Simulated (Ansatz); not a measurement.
# Li2Pd: the cost of one run

Method: DFT r2SCAN, scalar-relativistic, plane waves, PAW, in Ansatz 0.2.0.

### 1 The system as given

It takes space group P6/mmm (No. 191, hexagonal). The conventional cell has a = 4.222 Å, b = 4.222 Å, c = 2.724 Å, α = 90.00°, β = 90.00°, γ = 120.00°. Around Li (site symmetry -6m2) lie 5 Li at 2.44 to 2.72 Å and 6 Pd at 2.79 Å. Around Pd (site symmetry 6/mmm) lie 2 Pd at 2.72 Å and 12 Li at 2.79 Å.

Coordinates:

```cif
data_structure
_symmetry_space_group_name_H-M 'P 1'
_symmetry_Int_Tables_number 1
_cell_length_a 4.2220
_cell_length_b 4.2220
_cell_length_c 2.7240
_cell_angle_alpha 90.000
_cell_angle_beta 90.000
_cell_angle_gamma 120.000
_cell_volume 42.05
loop_
_atom_site_label
_atom_site_type_symbol
_atom_site_fract_x
_atom_site_fract_y
_atom_site_fract_z
_atom_site_occupancy
Li1 Li 0.33333 0.66667 0.50000 1
Li2 Li 0.66667 0.33333 0.50000 1
Pd1 Pd 0.00000 0.00000 0.00000 1
```

The structure comes from the Crystallography Open Database.

(A quick probe on a coarse mesh, which set the mesh and smearing, is not shown.)

### 3 Relaxing cell and atoms

The input, input.yaml:

```yaml
crystal:
  lattice:
    - [4.222, 0.0, 0.0]
    - [-2.111, 3.6563592548, 0.0]
    - [0.0, 0.0, 2.724]
  atoms:
    - { symbol: Li, position: [0.3333333333, 0.6666666667, 0.5] }
    - { symbol: Li, position: [0.6666666667, 0.3333333333, 0.5] }
    - { symbol: Pd, position: [0.0, 0.0, 0.0] }
basis:
  ecutwfc: 500
kpoints:
  mp_grid: { grid: [12, 12, 16] }
hamiltonian:
  xc: r2scan
scf:
  occupations: { method: gaussian, width: 0.1 }
output:
  forces: true
  stress: true
  eigenvalues: true
  write_density: true
  write_potential: true
  elf: true
  volumetric_format: npy
relax:
  adjacent_minimum: "off"
  f_tol: 0.005
  max_steps: 80
  cell: { stress_tol: 0.05 }
```

Run with:

```
$ ansatz run input.yaml --threads 2 --pin off --max-ram 5120MiB --backend cpu --events-out ev --progress --plain --runs-dir out
```

What time and memory should one allow on 2 threads of Arm Neoverse V1, shared host?

About 40 s, with a peak of 0.52 GiB.
